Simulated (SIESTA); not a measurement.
Wanted: the native input for a SIESTA 5.4.2 run.

```yaml
Task: band structure
Functional: PBEsol
Potentials_or_basis: PseudoDojo 0.4 standard (PBEsol files)
Basis: DZP (energy shift 0.003 Ry; two zetas on semicore shells)
Grid_cutoff: 800 Ry
Energy_shift: 0.003 Ry
k_mesh: 6 × 6 × 5
Occupations: fermi-dirac, width 0.05 eV
Spin: no spin polarisation
```

The system is Zr3O.

```
CELL_PARAMETERS angstrom
5.61720 0.00000 0.00000
-2.80860 4.86464 0.00000
0.00000 0.00000 5.18500
ATOMIC_POSITIONS crystal
Zr 0.00000 0.66670 0.50000
Zr 0.66670 0.66670 0.00000
Zr 0.66670 0.00000 0.50000
Zr 0.00000 0.33330 0.00000
Zr 0.33330 0.33330 0.50000
Zr 0.33330 0.00000 0.00000
O 0.66667 0.33333 0.75000
O 0.33333 0.66667 0.25000
```

One way to write it, as run:

Zr3O.fdf

```
SystemName                      Zr3O
SystemLabel                     Zr3O
NumberOfSpecies                 2
NumberOfAtoms                   8
%block ChemicalSpeciesLabel
  1  40 Zr
  2   8 O
%endblock ChemicalSpeciesLabel

LatticeConstant                 1.0 Ang
%block LatticeVectors
     5.6172000000     0.0000000000     0.0000000000
    -2.8086000000     4.8646378981     0.0000000000
     0.0000000000     0.0000000000     5.1850000000
%endblock LatticeVectors
AtomicCoordinatesFormat         Fractional
%block AtomicCoordinatesAndAtomicSpecies
     0.0000000000     0.6667000000     0.5000000000  1  Zr
     0.6667000000     0.6667000000     0.0000000000  1  Zr
     0.6667000000     0.0000000000     0.5000000000  1  Zr
     0.0000000000     0.3333000000     0.0000000000  1  Zr
     0.3333000000     0.3333000000     0.5000000000  1  Zr
     0.3333000000     0.0000000000     0.0000000000  1  Zr
     0.6666666667     0.3333333333     0.7500000000  2  O
     0.3333333333     0.6666666667     0.2500000000  2  O
%endblock AtomicCoordinatesAndAtomicSpecies

%block kgrid.MonkhorstPack
    6   0   0  0.0
    0   6   0  0.0
    0   0   5  0.0
%endblock kgrid.MonkhorstPack
XC.Functional                   GGA
XC.Authors                      PBEsol
PAO.BasisSize                   DZP
PAO.EnergyShift                 0.003 Ry
Mesh.Cutoff                     800 Ry
OccupationFunction              FD
ElectronicTemperature           0.05 eV
MaxSCFIterations                120
SCF.MustConverge                false
SCF.Mixer.Method                Pulay
SCF.Mixer.Weight                0.25
SCF.Mixer.History               8
SCF.DM.Tolerance                5.0e-05
SCF.H.Tolerance                 1.0e-03 eV
WriteForces                     true
Charge.Mulliken                 end
BandLinesScale                  ReciprocalLatticeVectors
%block BandLines
    1    0.000000   0.000000   0.000000  \Gamma
   10    0.500000   0.000000   0.000000  M
    6    0.333333   0.333333   0.000000  K
   11    0.000000   0.000000   0.000000  \Gamma
    9    0.000000   0.000000   0.500000  A
   10    0.500000   0.000000   0.500000  L
    6    0.333333   0.333333   0.500000  H
   11    0.000000   0.000000   0.500000  A
    1    0.500000   0.000000   0.500000  L
    9    0.500000   0.000000   0.000000  M
    1    0.333333   0.333333   0.000000  K
    9    0.333333   0.333333   0.500000  H
%endblock BandLines
%block PAO.Basis
  Zr 5
  n=4 0 2
    3.497 0.000
  n=5 0 2
    8.986 0.000
  n=4 1 2
    4.065 0.000
  n=5 1 1
    8.986
  n=4 2 2
    7.326 0.000
%endblock PAO.Basis
```

Potentials or basis: PseudoDojo 0.4 standard (PBEsol files), DZP (energy shift 0.003 Ry; two zetas on semicore shells).

The run is started by

```bash
$ siesta Zr3O.fdf > Zr3O.out 2>&1
```

Results of the run:

The pressure is -1.2 GPa, the largest force is 0.430 eV/Å and the band gap on the k mesh is none (metal or under the smearing width).

Caveat: the cell's inner coordinates are idealised or old, which leaves forces on the atoms; the basis of atomic orbitals isn't converged, which shifts pressures, moduli and gaps.

It took 5 min on 1 thread of Arm Neoverse V1 (shared host), peak memory 0.86 GiB.
